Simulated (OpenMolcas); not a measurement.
# Ru⁵⁺ with 4 ligands (oxide): CASSCF and CASPT2 levels and susceptibility

Aim: the ligand-field states of Ru⁵⁺ in this surrounding, its lowest levels with spin-orbit coupling and its magnetic susceptibility.

Method: state-averaged CASSCF and CASPT2, spin-orbit coupling by RASSI with atomic mean-field integrals. Code: OpenMolcas 26.06.

**1. Starting point**

- Species: Ru⁵⁺ (ruthenium, Z = 44, 39 electrons)
- Basis: ANO-RCC-VTZP [7s6p4d2f1g], 124 functions with the ligands
- Scalar Hamiltonian: DKH2, point nucleus
- Inactive shells: 1s 2s 2p 3s 3p 3d 4s 4p of the metal, and all ligand shells
- Active space: 3 electrons in 5 orbitals (4d)
- Some configurations of this space: 4d³
- Orbitals: optimised for each spin and parity, averaged over all roots

Outer shells as boxes (Hund's rule):

4d3
```
4d [↑ ][↑ ][↑ ][  ][  ]
```

Ru⁵⁺ is taken with 4 ligands (oxide) in tetrahedron coordination (Td) at 1.76 Å. A charge of +0.75 e stands 2.4 Å behind each ligand. Ligand basis ANO-RCC-VDZP. The distances are assumed, not relaxed.

```xyz
5

Ru    0.0000    0.0000    0.0000
O     1.0161    1.0161    1.0161
O     1.0161   -1.0161   -1.0161
O    -1.0161    1.0161   -1.0161
O    -1.0161   -1.0161    1.0161
```

Each step is its own input file, run in one work folder so that later steps find the files of earlier ones. Labels, J, g values, rates, χT and fits are worked out afterwards by a script from the matrices that RASSI stores.

**2. Basis and integrals**

Contents of a.inp:

```
&GATEWAY
Coord
5

Ru 0.0 0.0 0.0
O 1.016136 1.016136 1.016136
O 1.016136 -1.016136 -1.016136
O -1.016136 1.016136 -1.016136
O -1.016136 -1.016136 1.016136
Basis=Ru.ANO-RCC-VTZP,O.ANO-RCC-VDZP
Group=NoSym
NoMove
AngMom=0.0 0.0 0.0
AMFI
RICD
XField
4 Angstrom 0
2.401777 2.401777 2.401777 0.750000
2.401777 -2.401777 -2.401777 0.750000
-2.401777 2.401777 -2.401777 0.750000
-2.401777 -2.401777 2.401777 0.750000
&SEWARD
```

Started as:

```
$ OMP_NUM_THREADS=1 MOLCAS_MEM=2457 MOLCAS_PROJECT=a pymolcas a.inp > a.log
```

Output:

```text
Basis set label: RU.ANO-RCC...7S6P4D2F1G.

      Electronic valence basis set:
      ------------------
      Associated Effective Charge  44.000000 au
      Associated Actual Charge     44.000000 au
      Nuclear Model: Point charge

      Shell  nPrim  nBasis  Cartesian Spherical Contaminant
         s      21       7        X
         p      18       6        X
         d      13       4                 X
         f       6       2                 X
         g       4       1                 X
                  Relativistic Douglas-Kroll-Hess integrals:
                    - DKH order of Hamiltonian: 2
                    - DKH order of Properties : 0
                  Atomic mean-field integrals
```

**3. Reference wave functions, quartets, 10 roots**

Contents of a.inp:

```
&RASSCF
FileOrb=start.orb
Symmetry=1
Spin=4
nActEl=3 0 0
Inactive=38
Ras2=5
CIRoot=10 10 1
SDav=10
CIMx=300
Iter=150 100
PrWF=0.3
OrbListing=Nothing
MaxOrb=0
LevShft=1.0
>>> COPY $Project.JobIph JOB001
```

start.orb holds start orbitals that the driver prepared beforehand, or those of the step before.

Output, shortened:

```text
[...]
      Number of active orbitals                  5
[...]
      Spin quantum number                      1.5
[...]
      Active orbitals                            5
[...]
      Number of CSFs                            10
      Number of root(s) required                10
[...]
      Convergence after 17 iterations
[...]
      Natural orbitals and occupation numbers for root  1
      sym 1:   1.000000   0.997446   0.002554   0.002554   0.997446
      Natural orbitals and occupation numbers for root  2
      sym 1:   0.990249   1.000000   0.009751   0.009751   0.990249
      Natural orbitals and occupation numbers for root  3
      sym 1:   1.000000   0.002592   0.997408   0.002592   0.997408
::    RASSCF root number  1 Total energy:  -4827.72170439
::    RASSCF root number  2 Total energy:  -4827.72170439
::    RASSCF root number  3 Total energy:  -4827.72170439
[...]
::    RASSCF root number  7 Total energy:  -4827.61447947
::    RASSCF root number  8 Total energy:  -4827.61447947
::    RASSCF root number  9 Total energy:  -4827.61447947
::    RASSCF root number 10 Total energy:  -4827.56434360
```

**4. CASSCF: doublets, 40 roots**

Contents of a.inp:

```
&RASSCF
FileOrb=start.orb
Symmetry=1
Spin=2
nActEl=3 0 0
Inactive=38
Ras2=5
CIRoot=40 40 1
SDav=40
CIMx=300
Iter=150 100
PrWF=0.3
OrbListing=Nothing
MaxOrb=0
LevShft=1.0
>>> COPY $Project.JobIph JOB002
```

Output, shortened:

```text
[...]
      Number of active orbitals                  5
[...]
      Spin quantum number                      0.5
[...]
      Active orbitals                            5
[...]
      Number of CSFs                            40
      Number of root(s) required                40
[...]
      Convergence after 11 iterations
[...]
      Natural orbitals and occupation numbers for root  1
      sym 1:   0.003239   0.997888   0.020043   0.016451   1.962379
      Natural orbitals and occupation numbers for root  2
      sym 1:   0.023250   1.962379   0.006446   0.010038   0.997888
      Natural orbitals and occupation numbers for root  3
      sym 1:   0.013132   0.997201   0.987140   0.007116   0.995410
::    RASSCF root number  1 Total energy:  -4827.74524859
::    RASSCF root number  2 Total energy:  -4827.74524859
::    RASSCF root number  3 Total energy:  -4827.67812821
[...]
::    RASSCF root number 27 Total energy:  -4827.56982081
::    RASSCF root number 28 Total energy:  -4827.56977544
::    RASSCF root number 29 Total energy:  -4827.56977544
::    RASSCF root number 30 Total energy:  -4827.56977544
```

**5. State interaction with spin-orbit coupling**

Contents of a.inp:

```
&RASSI
NrOfJobIphs=2 10 40
1 2 3 4 5 6 7 8 9 10
1 2 3 4 5 6 7 8 9 10 11 12 13 14 15 16 17 18 19 20 21 22 23 24 25 26 27
28 29 30 31 32 33 34 35 36 37 38 39 40
IphNames
JOB001
JOB002
EJob
SpinOrbit
DIPRint=1.0
SOCoupling=1000.0
Subsets=2
Property=9
'ANGMOM' 1 'ANGMOM' 2 'ANGMOM' 3 'MLTPL  1' 1 'MLTPL  1' 2 'MLTPL  1' 3
'AMFI' 1 'AMFI' 2 'AMFI' 3
SOProperty=3
'ANGMOM' 1 'ANGMOM' 2 'ANGMOM' 3
```

Output, shortened:

```text
SPIN-FREE ENERGIES:
  (Shifted by EMIN (a.u.) =      -4827.7452485867)
 SF State       Relative EMIN(au)   Rel lowest level(eV)    D:o, cm**(-1)
    11             0.0000000000        0.0000000000              0.0000
    12             0.0000000000        0.0000000000              0.0000
     3             0.0235441933        0.6406701380           5167.3531
     1             0.0235441933        0.6406701380           5167.3531
     2             0.0235441933        0.6406701380           5167.3531
    13             0.0671203754        1.8264384595          14731.2196
    14             0.0671203754        1.8264384595          14731.2196
    15             0.0671203754        1.8264384595          14731.2196
    16             0.0730523123        1.9878546856          16033.1293
    17             0.0730523123        1.9878546856          16033.1293
[...]
Eigenvalues of complex Hamiltonian:
   -----------------------------------
  (Shifted by EMIN (a.u.) =      -4827.7452485867)
 SO State       Relative EMIN(au)   Rel lowest level(eV)    D:o, cm**(-1)
     1            -0.0017515235        0.0000000004              0.0000
     2            -0.0017515235        0.0000000004              0.0000
     3            -0.0017515235        0.0000000000              0.0000
     4            -0.0017515235        0.0000000000              0.0000
     5             0.0216688518        0.6373008764           5140.1782
     6             0.0216688518        0.6373008764           5140.1782
     7             0.0224412587        0.6583191408           5309.7020
     8             0.0224412587        0.6583191408           5309.7020
     9             0.0224412587        0.6583191403           5309.7020
    10             0.0224412587        0.6583191403           5309.7020
    11             0.0243478692        0.7102006551           5728.1546
[...]
```

These steps took 35 s in all on 1 thread of Arm Neoverse V2, shared host.

States without spin-orbit coupling:

| state | degeneracy | E (cm-1) |
| --- | --- | --- |
| 2E | 2 | 0 |
| 4T1 | 3 | 5167 |
| doublet | 3 | 14731 |
| doublet | 3 | 16033 |
| doublet | 3 | 19317 |
| 4T2 | 3 | 21605 |
| doublet | 3 | 25966 |
| 4T1 | 3 | 28701 |
| doublet | 1 | 29076 |
| 2E | 2 | 32235 |
| doublet | 3 | 33286 |
| doublet | 3 | 35510 |
| doublet | 3 | 38239 |
| doublet | 1 | 38502 |
| doublet | 3 | 38512 |
| 4A2 | 1 | 39704 |
| 2E | 2 | 44978 |
| doublet | 3 | 50510 |
| 2E | 2 | 57308 |
| doublet | 3 | 62091 |

With spin-orbit coupling:

| E (cm-1) | Degeneracy | Label | 2S+1 | g |
| --- | --- | --- | --- | --- |
| 0.0 | 4 | Γ8 | 2 |  |
| 5140 | 2 |  | 4 | 1.80 1.80 1.80 |
| 5310 | 4 | Γ8 | 4 |  |
| 5728 | 4 | Γ8 | 4 |  |
| 6060 | 2 |  | 4 | 3.50 3.50 3.50 |
| 14781 | 2 |  | 2 | 0.52 0.52 0.52 |
| 15094 | 4 | Γ8 | 2 |  |
| 16060 | 2 |  | 2 | 0.11 0.11 0.11 |
| 16241 | 4 | Γ8 | 2 |  |
| 19332 | 2 |  | 2 | 0.31 0.31 0.31 |
| 19606 | 4 | Γ8 | 2 |  |
| 21924 | 2 |  | 4 | 3.26 3.26 3.26 |
| 22155 | 4 | Γ8 | 4 |  |
| 22167 | 4 | Γ8 | 4 |  |
| 22183 | 2 |  | 4 | 1.97 1.97 1.97 |
| 26155 | 4 | Γ8 | 2 |  |
| 26331 | 2 |  | 2 | 1.19 1.19 1.19 |
| 28729 | 2 |  | 4 | 3.14 3.14 3.14 |
| 29043 | 4 | Γ8 | 4 |  |
| 29384 | 4 | Γ8 | 4 |  |
| 29472 | 2 |  | 4 | 2.15 2.15 2.15 |
| 29490 | 2 |  | 2 | 1.91 1.91 1.91 |
| 32634 | 4 | Γ8 | 2 |  |
| 33554 | 2 |  | 2 | 0.96 0.96 0.96 |

Principal g values are given for doublets only; a zero marks a field direction without first-order Zeeman splitting.

Powder χT (cm³ K/mol): 0.35 at 2 K, 0.35 at 5 K, 0.35 at 10 K, 0.36 at 20 K, 0.36 at 50 K, 0.36 at 100 K, 0.36 at 150 K, 0.37 at 200 K, 0.37 at 250 K, 0.37 at 300 K.

A ligand-field fit to the states below 45000 cm-1 gives 10Dq = -17072 cm-1, B = 546 cm-1 and C = 2249 cm-1 (C/B = 4.12), with a deviation of 774 cm-1.

The orbitals of the open shell are 58 to 74 % metal; the Mulliken charge of the metal is +1.75 e.

**6. CASPT2: IPEA 0.25, imaginary shift 0.1 (closed shells correlated: 4s 4p of the metal, with ligand shells; the Frozen line counts the rest)**

Contents of a.inp:

```
>>> COPY JOB001 $Project.JobIph
&CASPT2
Multistate=10 1 2 3 4 5 6 7 8 9 10
NoMult
Frozen=18
IPEA=0.25
Imaginary=0.1
MaxIter=60
WThr=0.0 0.3 0.05
PrWF=0.5
NoMix
>>> COPY JOB002 $Project.JobIph
&CASPT2
Multistate=40 1 2 3 4 5 6 7 8 9 10 11 12 13 14 15 16 17 18 19 20 21 22
23 24 25 26 27 28 29 30 31 32 33 34 35 36 37 38 39 40
NoMult
Frozen=18
IPEA=0.25
Imaginary=0.1
MaxIter=60
WThr=0.0 0.3 0.05
PrWF=0.5
NoMix
```

Started as:

```
$ OMP_NUM_THREADS=1 MOLCAS_MEM=2457 MOLCAS_PROJECT=a pymolcas a.inp > a.log
```

Output:

```text
Orbital specifications:
      -----------------------

      Symmetry species                           1
                                                 a
      Frozen orbitals                           18
      Inactive orbitals                         20
      Active orbitals                            5
      Secondary orbitals                        81
      Deleted orbitals                           0
      Number of basis functions                124
Type of calculation                        SS-CASPT2
      Fock operator                              state-specific
      IPEA shift                                 0.25
      Real shift                                 0.00
      Imaginary shift                            0.10
      The input orbitals will be transformed to quasi-canonical
Reference energy:       -4827.7217043934
      E2 (Non-variational):      -1.5665752866
      Shift correction:          -0.0024544814
      E2 (Variational):          -1.5690297680
      Total energy:           -4829.2907341614
      Residual norm:              0.0000002673
      Reference weight:           0.65789
      Contributions to the CASPT2 correlation energy
      Active & Virtual Only:         -0.0125125601
      One Inactive Excited:          -0.2671188178
      Two Inactive Excited:          -1.2869439087
Reference energy:       -4827.7217043933
      E2 (Non-variational):      -1.5671286800
      Shift correction:          -0.0024630404
      E2 (Variational):          -1.5695917204
      Total energy:           -4829.2912961137
      Residual norm:              0.0000001567
      Reference weight:           0.65760
      Contributions to the CASPT2 correlation energy
      Active & Virtual Only:         -0.0126220327
      One Inactive Excited:          -0.2674047538
      Two Inactive Excited:          -1.2871018935
::    CASPT2 Root  1     Total energy:  -4829.29073416
::    CASPT2 Root  2     Total energy:  -4829.29129611
::    CASPT2 Root  3     Total energy:  -4829.29074179
::    CASPT2 Root  4     Total energy:  -4829.23067641
::    CASPT2 Root  5     Total energy:  -4829.22867056
::    CASPT2 Root  6     Total energy:  -4829.23019470
::    CASPT2 Root  7     Total energy:  -4829.21287531
::    CASPT2 Root  8     Total energy:  -4829.21406524
::    CASPT2 Root  9     Total energy:  -4829.21340667
::    CASPT2 Root 10     Total energy:  -4829.15192157
Orbital specifications:
      -----------------------

      Symmetry species                           1
                                                 a
      Frozen orbitals                           18
      Inactive orbitals                         20
      Active orbitals                            5
      Secondary orbitals                        81
      Deleted orbitals                           0
      Number of basis functions                124
Type of calculation                        SS-CASPT2
      Fock operator                              state-specific
      IPEA shift                                 0.25
      Real shift                                 0.00
      Imaginary shift                            0.10
      The input orbitals will be transformed to quasi-canonical
Reference energy:       -4827.7452485867
      E2 (Non-variational):      -1.5649564454
      Shift correction:          -0.0022715985
      E2 (Variational):          -1.5672280440
      Total energy:           -4829.3124766307
      Residual norm:              0.0000008605
      Reference weight:           0.66387
      Contributions to the CASPT2 correlation energy
      Active & Virtual Only:         -0.0166073320
      One Inactive Excited:          -0.2622931827
      Two Inactive Excited:          -1.2860559307
Reference energy:       -4827.7452485864
      E2 (Non-variational):      -1.5649704512
      Shift correction:          -0.0022718542
      E2 (Variational):          -1.5672423055
      Total energy:           -4829.3124908919
      Residual norm:              0.0000008693
      Reference weight:           0.66386
      Contributions to the CASPT2 correlation energy
      Active & Virtual Only:         -0.0165824232
      One Inactive Excited:          -0.2623336912
      Two Inactive Excited:          -1.2860543369
::    CASPT2 Root  1     Total energy:  -4829.31247663
::    CASPT2 Root  2     Total energy:  -4829.31249089
::    CASPT2 Root  3     Total energy:  -4829.26885358
::    CASPT2 Root  4     Total energy:  -4829.27143631
::    CASPT2 Root  5     Total energy:  -4829.27122402
::    CASPT2 Root  6     Total energy:  -4829.26511665
::    CASPT2 Root  7     Total energy:  -4829.25993361
::    CASPT2 Root  8     Total energy:  -4829.26500582
::    CASPT2 Root  9     Total energy:  -4829.26183381
::    CASPT2 Root 10     Total energy:  -4829.25929328
::    CASPT2 Root 11     Total energy:  -4829.26161521
::    CASPT2 Root 12     Total energy:  -4829.23037894
::    CASPT2 Root 13     Total energy:  -4829.22863039
::    CASPT2 Root 14     Total energy:  -4829.23021171
::    CASPT2 Root 15     Total energy:  -4829.21868744
::    CASPT2 Root 16     Total energy:  -4829.20997167
::    CASPT2 Root 17     Total energy:  -4829.20993060
::    CASPT2 Root 18     Total energy:  -4829.20447301
::    CASPT2 Root 19     Total energy:  -4829.20602664
::    CASPT2 Root 20     Total energy:  -4829.20562243
::    CASPT2 Root 21     Total energy:  -4829.20597329
::    CASPT2 Root 22     Total energy:  -4829.20783716
::    CASPT2 Root 23     Total energy:  -4829.20697950
::    CASPT2 Root 24     Total energy:  -4829.19417477
::    CASPT2 Root 25     Total energy:  -4829.19439099
::    CASPT2 Root 26     Total energy:  -4829.19446155
::    CASPT2 Root 27     Total energy:  -4829.19291746
::    CASPT2 Root 28     Total energy:  -4829.19081047
::    CASPT2 Root 29     Total energy:  -4829.19075846
::    CASPT2 Root 30     Total energy:  -4829.18991590
```

Time for this run: 4.2 min (1 thread of Arm Neoverse V2, shared host).

SS-CASPT2: lowest energy less the reference's lowest, -1.5672 hartree; reference weights 0.622 to 0.664.

Spin-free states, with their symmetry labels:

| state | degeneracy | E (cm-1) |
| --- | --- | --- |
| 2E | 2 | 0 |
| 4T1 | 3 | 4732 |
| doublet | 3 | 9213 |
| doublet | 3 | 10783 |
| doublet | 3 | 11318 |
| 4T2 | 3 | 18137 |
| doublet | 3 | 18160 |
| doublet | 1 | 20586 |
| 4T1 | 3 | 21736 |
| 2E | 2 | 22503 |
| doublet | 3 | 23166 |
| doublet | 3 | 23508 |
| doublet | 3 | 25929 |
| doublet | 1 | 26242 |
| doublet | 3 | 26773 |
| 2E | 2 | 32336 |
| 4A2 | 1 | 35239 |
| doublet | 3 | 37021 |
| 2E | 2 | 37831 |
| doublet | 3 | 42281 |

With spin-orbit coupling:

```tsv
E (cm-1)	Degeneracy	Label	2S+1	g
0	4	Γ8	2	
4770	2		4	1.81 1.81 1.81
4930	4	Γ8	4	
5330	4	Γ8	4	
5660	2		4	3.47 3.47 3.47
9340	2		2	0.45 0.45 0.45
9650	4	Γ8	2	
10900	2		2	0.10 0.10 0.10
11060	4	Γ8	2	
11450	2		2	0.32 0.32 0.32
11800	4	Γ8	2	
18430	4	Γ8	2	
18510	2		4	3.29 3.29 3.29
18630	2		2	1.15 1.15 1.15
18700	4	Γ8	4	
18750	4	Γ8	4	
18750	2		4	1.98 1.98 1.98
21090	2		2	1.87 1.87 1.87
21830	2		4	3.13 3.13 3.13
22100	4	Γ8	4	
22450	4	Γ8	4	
22500	2		4	2.18 2.18 2.18
22990	4	Γ8	2	
23500	4	Γ8	2
```

Powder χT (cm³ K/mol): 0.33 at 2 K, 0.33 at 5 K, 0.33 at 10 K, 0.34 at 20 K, 0.34 at 50 K, 0.34 at 100 K, 0.35 at 150 K, 0.35 at 200 K, 0.36 at 250 K, 0.36 at 300 K.

A ligand-field fit to the states below 45000 cm-1 gives 10Dq = -13062 cm-1, B = 287 cm-1 and C = 1148 cm-1 (C/B = 4.00), with a deviation of 1013 cm-1.

**7. The methods side by side**

A. CASSCF
B. SS-CASPT2, IPEA 0.25, imaginary shift 0.1 (closed shells correlated: 4s 4p of the metal, with ligand shells; the Frozen line counts the rest)

| method | ground state | first state of that spin (cm-1) | first gap with spin-orbit (cm-1) | χT at 300 K |
| --- | --- | --- | --- | --- |
| A | 2E | doublet 14730 | 5140.2 | 0.37 |
| B | 2E | doublet 9213 | 4765.4 | 0.36 |

**8. Results**

```
                                            quantity                                                                                                                                          value
                                              method  SS-CASPT2, IPEA 0.25, imaginary shift 0.1 (closed shells correlated: 4s 4p of the metal, with ligand shells; the Frozen line counts the rest)
                              spin-free ground state                                                                                                                 2E, 2-fold in its orbital part
first state of the same spin within the active space                                                                                                                           doublet at 9210 cm⁻¹
                                        lowest level                                                                                                                                      4-fold Γ8
                                          next level                                                                                                                                    4765.4 cm⁻¹
                                         χT at 300 K                                                                                                                                 0.36 cm³ K/mol
                           effective moment at 300 K                                                                                                                                        1.70 μB
```

Cost by method:

| method | time of its own steps | time with the reference |
| --- | --- | --- |
| A. CASSCF | 35 s | 35 s |
| B. SS-CASPT2, IPEA 0.25, imaginary shift 0.1, +4s 4p | 4.2 min | 4.8 min |

Times are of one thread on a shared host.

**Reading.** The spin-free ground state (2E) is 2-fold and has less than the highest spin computed. χT at 300 K is 0.36, against 0.38 cm³ K/mol for the spin alone; near agreement at one temperature doesn't show that the orbital moment is quenched. A ligand-field fit to the states below 45000 cm-1 gives 10Dq = -13062 cm-1, B = 287 cm-1 and C = 1148 cm-1 (C/B = 4.00), with a deviation of 1013 cm-1. CASPT2 does not keep the components of a term degenerate, and the means are used. An orbital doublet at a regular site is open to a Jahn-Teller distortion, which this geometry leaves out. The bonds are covalent and no ligand orbital is active, so the numbers are rough. Bare point charges leave oxide and sulfide ligands too diffuse, so the field comes out too small.
